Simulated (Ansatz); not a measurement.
# AlH10OPSi3: the cost of one run

Program: Ansatz 0.2.0. Level of theory: RKS PBE/6-31G*. These are calculated values, not measurements.

**1. The starting structure**

Bond lengths (14 of 15 bonds, heavy atoms first): O1–Si2 1.770 Å, Si2–Si3 2.251 Å, Si2–P4 2.202 Å, Si2–Al5 2.359 Å, Al5–Si6 2.354 Å, O1–H7 1.023 Å, Si3–H8 1.456 Å, Si3–H9 1.520 Å, Si3–H10 1.420 Å, P4–H11 1.520 Å, P4–H12 1.486 Å, Al5–H13 1.581 Å, Si6–H14 1.485 Å, Si6–H15 1.461 Å. Angles (14 of 25 angles, heavy atoms first): O1–Si2–Si3 111.2°, O1–Si2–P4 106.7°, O1–Si2–Al5 111.1°, Si3–Si2–P4 111.1°, Si3–Si2–Al5 108.6°, P4–Si2–Al5 108.1°, Si2–Al5–Si6 119.3°, Si2–O1–H7 101.3°, Si2–Si3–H8 106.7°, Si2–Si3–H9 108.1°, Si2–Si3–H10 109.9°, Si2–P4–H11 91.3°, Si2–P4–H12 92.2°, Si2–Al5–H13 121.9°.

As a file:

```xyz
16

O     2.2275   -0.9199    1.6676
Si    0.8540   -0.6778    0.5779
Si   -1.0985   -0.7773    1.6933
P     0.9727   -2.2559   -0.9525
Al    0.9925    1.4116   -0.5090
Si   -0.6937    2.0336   -2.0287
H     2.1188   -0.1275    2.3060
H    -1.1411   -2.0762    2.3490
H    -1.0863    0.2996    2.7663
H    -2.1802   -0.5887    0.7929
H    -0.4382   -1.9484   -1.4274
H     0.4529   -3.2837   -0.0139
H     2.1453    2.4444   -0.1877
H    -1.3947    3.2505   -1.5464
H    -0.0936    2.2396   -3.3442
H    -1.6603    0.9534   -2.0990
```

**2. End point A**

Input file input.yaml:

```yaml
crystal:
  periodic: [false, false, false]
  atoms:
    - { symbol: O, position_ang: [2.2275, -0.9199, 1.6676] }
    - { symbol: Si, position_ang: [0.854, -0.6778, 0.5779] }
    - { symbol: Si, position_ang: [-1.0985, -0.7773, 1.6933] }
    - { symbol: P, position_ang: [0.9727, -2.2559, -0.9525] }
    - { symbol: Al, position_ang: [0.9925, 1.4116, -0.509] }
    - { symbol: Si, position_ang: [-0.6937, 2.0336, -2.0287] }
    - { symbol: H, position_ang: [2.1188, -0.1275, 2.306] }
    - { symbol: H, position_ang: [-1.1411, -2.0762, 2.349] }
    - { symbol: H, position_ang: [-1.0863, 0.2996, 2.7663] }
    - { symbol: H, position_ang: [-2.1802, -0.5887, 0.7929] }
    - { symbol: H, position_ang: [-0.4382, -1.9484, -1.4274] }
    - { symbol: H, position_ang: [0.4529, -3.2837, -0.0139] }
    - { symbol: H, position_ang: [2.1453, 2.4444, -0.1877] }
    - { symbol: H, position_ang: [-1.3947, 3.2505, -1.5464] }
    - { symbol: H, position_ang: [-0.0936, 2.2396, -3.3442] }
    - { symbol: H, position_ang: [-1.6603, 0.9534, -2.099] }
basis:
  gaussian: { orbitals: "6-31G*" }
hamiltonian:
  xc: pbe
relax:
  f_tol: 0.015
  max_steps: 40
output:
  orbitals: {}
```

Started as:

```bash
$ ansatz run input.yaml --threads 2 --pin off --max-ram 3072MiB --backend cpu --events-out ev --progress --plain --runs-dir out
```

What time and memory should one allow on 2 threads of Arm Neoverse V1, shared host?

About 1.8 min, with a peak of 0.21 GiB.
